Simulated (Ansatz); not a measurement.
# BrClH₃NSi: small, medium and large basis sets

An exercise on one series of results from a longer session: the logs are not shown, and one member is left open.

Program: Ansatz 0.2.0, Gaussian basis. Level of theory: one geometry, several basis sets. These are calculated values, not measurements.

Levels to be run: PBE0-D4/def2-SVP; ωB97M-V/def2-SVP; PBE0-D4/def2-QZVPP; ωB97M-V/def2-QZVPP; the functionals' def2-TZVPP values are taken from earlier runs.

## The relaxed structure

An earlier PBE0-D4 in a triple-zeta def2 set relaxation fixed the geometry.

SMILES `N[SiH](Cl)Br`, 7 atoms, charge 0, spin multiplicity 1.

Atoms are counted from 1 here; the program's logs count them from 0.

Bond lengths: N1–Si2 1.693 Å, N1–H5 1.008 Å, N1–H6 1.008 Å, Si2–Cl3 2.041 Å, Si2–Br4 2.226 Å, Si2–H7 1.473 Å. Angles: Si2–N1–H5 120.2°, Si2–N1–H6 119.6°, H5–N1–H6 111.7°, N1–Si2–Cl3 107.6°, N1–Si2–Br4 115.1°, N1–Si2–H7 110.0°, Cl3–Si2–Br4 107.2°, Cl3–Si2–H7 110.9°, Br4–Si2–H7 106.2°.

Set-up of the first run:

in.yaml

```yaml
crystal:
  periodic: [false, false, false]
  atoms:
    - {symbol: N, position_ang: [-0.095632, 1.096264, 0.190889]}
    - {symbol: Si, position_ang: [0.276946, -0.535466, -0.064694]}
    - {symbol: Cl, position_ang: [0.094944, -1.496687, 1.726184]}
    - {symbol: Br, position_ang: [-1.045363, -1.589324, -1.512967]}
    - {symbol: H, position_ang: [-0.896471, 1.352364, 0.746542]}
    - {symbol: H, position_ang: [0.080555, 1.768078, -0.539846]}
    - {symbol: H, position_ang: [1.646322, -0.663228, -0.591709]}
basis:
  gaussian: {orbitals: def2-SVP}
hamiltonian: {xc: pbe0, dispersion: d4}
output: {orbitals: {seedname: orbitals}}
```

Steps of the session up to this table: PBE0-D4 in def2-SVP; ωB97M-V in def2-SVP; PBE0-D4 in def2-QZVPP; ωB97M-V in def2-QZVPP.

One of the session's tables, all rows but one given; the rest of the session is left out.

It belongs to the step «Density functionals: the series». 

```
functional       basis  HOMO (eV)  LUMO (eV)
   PBE0-D4    def2-SVP      -7.91       0.71
   PBE0-D4  def2-TZVPP      -8.07       0.31
   PBE0-D4  def2-QZVPP      -8.11       0.14
   ωB97M-V    def2-SVP     -10.16       2.77
   ωB97M-V  def2-TZVPP     -10.34       1.98
   ωB97M-V  def2-QZVPP          ?          ?
```

**Question.** Estimate the row for ωB97M-V, def2-QZVPP.

**Answer.** HOMO (eV): -10.38; LUMO (eV): 1.56. In the column «HOMO (eV)» it is the lowest.
